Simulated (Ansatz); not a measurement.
**MoCO (singlet): wave-function methods side by side at a displaced geometry (v2), def2-SVP**

One table from this session's results is given with a row withheld; the runs are named, their logs left out.

The runs use Ansatz 0.2.0, Gaussian basis; def2-SVP, core rule «outside noble gas», up to 6 orbitals frozen.

The runs, in order: UHF; CCSD(T) on RHF; CISD; CCSDT(Q) on RHF; CASSCF and NEVPT2, 8 electrons in 8 orbitals.

21 further runs of the same task are left out: 16 that didn't finish, 5 set aside as unsound or not needed.

## The geometry

The geometry is a PBE0/def2-TZVP stationary point (not a proven minimum) with its atoms shifted at random (size 0.100 Å). No spin-orbit coupling is included. Elements past krypton take def2 core potentials.

3 atoms, charge 0, spin multiplicity 1.

Atoms are counted from 1 here; the program's logs count them from 0.

Bond lengths: Mo1–C2 1.864 Å, C2–O3 1.171 Å. Angles: Mo1–C2–O3 171.0°.

Set-up of the first run:

Input file in.yaml:

```yaml
crystal:
  periodic: [false, false, false]
  atoms:
    - {symbol: Mo, position_ang: [0.084376, 0.005225, -1.627302]}
    - {symbol: C, position_ang: [-0.080498, 0.013599, 0.229591]}
    - {symbol: O, position_ang: [-0.003878, -0.018825, 1.397711]}
basis:
  gaussian: {orbitals: def2-SVP}
magnetization: {spin_polarized: true, initial_magnetization: 0}
hamiltonian: {xc: hf}
output: {orbitals: {seedname: orbitals}}
```

Launch:

```sh
> ansatz run in.yaml --threads 1 --pin off --events-out ev --progress --plain --max-ram 2393MiB
```

Among the steps run: UHF; CCSD(T) on RHF; CISD; CCSDT(Q) on RHF; CASSCF and NEVPT2, 8 electrons in 8 orbitals.

One of the session's tables, all rows but one given; the rest of the session is left out.

It belongs to the step «Misses and costs». 

```
   method  from RCCSDT(Q) (kJ/mol)
     RMP2                   +157.1
    RCCSD                   +131.0
 RCCSD(T)                    +42.5
   RCCSDT                        ?
RCCSDT(Q)                        0
```

Q: Estimate the row for RCCSDT from the others.

**Answer.** from RCCSDT(Q) (kJ/mol): +23.8. In the column «from RCCSDT(Q) (kJ/mol)» it lies between RCCSDT(Q) (0) and RCCSD(T) (+42.5).

Not comparable, so not listed: CISD (they don't share determinant, frozen orbitals or solution with the rows shown, or repeat one).

Left out of the table: CASSCF frontier, NEVPT2 frontier (the active space lost an orbital or holds another state than full CI finds).

Limits of these values: The report flags that the cluster equations may have other roots. Left out of the table: RHF (another determinant or state than the rows shown). The program flags RCCSD(T), RCCSDT(Q) as in doubt, so the zero of the table is itself unsure. Warnings in the runs' records: passed over end.
